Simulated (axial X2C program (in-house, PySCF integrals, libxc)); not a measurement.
# BiNi: properties at the nuclei

Aim: properties at the nuclei of BiNi, with spin–orbit coupling in the Hamiltonian from the start.

Program: an in-house X2C program for linear molecules on PySCF integrals. Level of theory: two-component X2C with atomic mean-field terms, Bi dyall-cv3z, Ni dyall-cv3z. These are calculated values, not measurements.

**1. Set-up**

The input, task.json:

```json
{
 "zs": [
  83,
  28
 ],
 "q": 0,
 "bas": [
  "dyall-cv3z",
  "dyall-cv3z"
 ],
 "r0": 2.61,
 "levels": [
  "PBE0",
  "HF",
  "r2SCAN",
  "BHandHLYP",
  "TPSSh"
 ],
 "nst": 3
}
```

Keys: zs atomic numbers; q charge; bas basis sets; r0 starting distance in Å; levels methods (HF also brings MP2); nst determinants followed.

Run with:

```console
python soeom.py task.json out
```

After this run come: Expectation values, lowest determinant; Expectation values, a higher determinant; Expectation values, a higher determinant.

What does the calculation give? Wanted: lowest determinant; Eeff magnitude; Ws magnitude Bi; A∥/gI Bi; qzz Bi; higher determinant (for each run or level that gives them).

The runs gave:

| quantity | value |
| --- | --- |
| lowest determinant | Ω = 5/2 (excess of +ω over −ω: ω = 5/2) |
| Eeff magnitude (GV/cm), PBE0 | 1.89 |
| Ws magnitude Bi (kHz), PBE0 | 1.03 |
| A∥/gI Bi (MHz), PBE0 | 27.2 |
| qzz Bi (a.u.), PBE0 | -1.61 |
| higher determinant | Ω = 1/2 (excess of +ω over −ω: ω = 1/2) |
| Eeff magnitude (GV/cm), PBE0, higher determinant | 32.6 |
| Ws magnitude Bi (kHz), PBE0, higher determinant | 80.9 |
| A∥/gI Bi (MHz), PBE0, higher determinant | 5890 |
| qzz Bi (a.u.), PBE0, higher determinant | -5.37 |
| higher determinant | Ω = 7/2 (excess of +ω over −ω: ω = -1/2, ω = 3/2, ω = 5/2) |
| Eeff magnitude (GV/cm), PBE0, higher determinant | 34.2 |
| Ws magnitude Bi (kHz), PBE0, higher determinant | 11.9 |
| A∥/gI Bi (MHz), PBE0, higher determinant | -896 |
| qzz Bi (a.u.), PBE0, higher determinant | -3.97 |

In words: In the first state, the effective field runs from 1.63 to 3.52 GV/cm over the mean-field levels, so the levels don't agree on it. The expectation values come from single determinants, which for open shells can mix terms of unlike spin or miss the lowest Ω, so a determinant need not be a state. Eeff is the effective electric field on the electron dipole moment in this Ω state and Ws the scalar–pseudoscalar constant (defined with the proton number Z and per Ω); A∥ is the parallel hyperfine constant, which follows by multiplying with the nuclear g factor gI = μI/(I μN); qzz is the electric field gradient, eQq0 = 234.96 MHz × Q/barn × qzz; μ is positive if Ni is the positive end. The operators were transformed with the bare-nucleus X2C matrices.
